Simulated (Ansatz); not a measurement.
# ReF3: the cost of one run

Program: Ansatz 0.2.0. Level of theory: DFT PBE, scalar-relativistic, plane waves, PAW. These are calculated values, not measurements.

1 further run of the same task is left out (it didn't finish). Runs told in other sessions of the task aren't counted.

## 1. Starting point

The structure is cubic, space group Pm-3m (No. 221). Conventional cell: a = 4.073 Å, b = 4.073 Å, c = 4.073 Å, α = 90.00°, β = 90.00°, γ = 90.00°. Re (site symmetry m-3m) has 6 F at 2.04 Å in its first shell of neighbours. F (site symmetry 4/mmm) is surrounded by 2 Re at 2.04 Å.

Structure file:

```xyz
4
Lattice="4.0727 0.0000 0.0000 0.0000 4.0727 0.0000 0.0000 0.0000 4.0727" Properties=species:S:1:pos:R:3 pbc="T T T"
Re    0.0000    0.0000    0.0000
F     2.0364    0.0000    0.0000
F     0.0000    0.0000    2.0364
F     0.0000    2.0364    0.0000
```

This cell comes from an earlier session at PBE: 16.889 Å³/atom at 0.00 GPa, on a 10×10×10 mesh.

The changes: atom 3 (F) moved 0.02 Å along z; atom 2 (F) moved 0.02 Å along y; strain e5 = +0.02, atoms carried along; strain e3 = -0.02, atoms carried along; all atoms moved at random (σ = 0.15 Å), cell strained at random (1 %); all atoms moved at random (σ = 0.03 Å), cell strained at random (1 %).

## 2. Atom 3 (F) moved 0.02 Å along z

Contents of input.yaml:

```yaml
crystal:
  lattice:
    - [4.0727436752, 0.0, 0.0]
    - [0.0, 4.0727436752, 0.0]
    - [0.0, 0.0, 4.0727436752]
  atoms:
    - { symbol: Re, position: [0.0, 0.0, 0.0], spin: 1.13 }
    - { symbol: F, position: [0.5, 0.0, 0.0] }
    - { symbol: F, position: [0.0, 0.0, 0.5049106945] }
    - { symbol: F, position: [0.0, 0.5, 0.0] }
basis:
  ecutwfc: 420
  ecutrho_ratio: 4
kpoints:
  mp_grid: { grid: [10, 10, 10] }
hamiltonian:
  xc: pbe
scf:
  occupations: { method: gaussian, width: 0.05 }
  lower_state_search: "off"
output:
  forces: true
  stress: true
  eigenvalues: true
  populations: true
  write_density: true
  write_potential: true
  elf: true
  volumetric_format: npy
magnetization:
  spin_polarized: true
checkpoint:
  read: start.run
  write: ck
  compress: false
  write_wavefunctions: false
  write_every: 100000
```

start.run holds the converged state of the cell before the atoms were moved.

On the command line:

```
$ ansatz run input.yaml --threads 2 --pin off --max-ram 2662MiB --backend cpu --events-out ev --progress --plain --runs-dir out
```

**Question.** How long does this run take on 2 threads of Arm Neoverse V2, shared host, and how much memory does it need?

About 25 s, with a peak of 0.58 GiB.
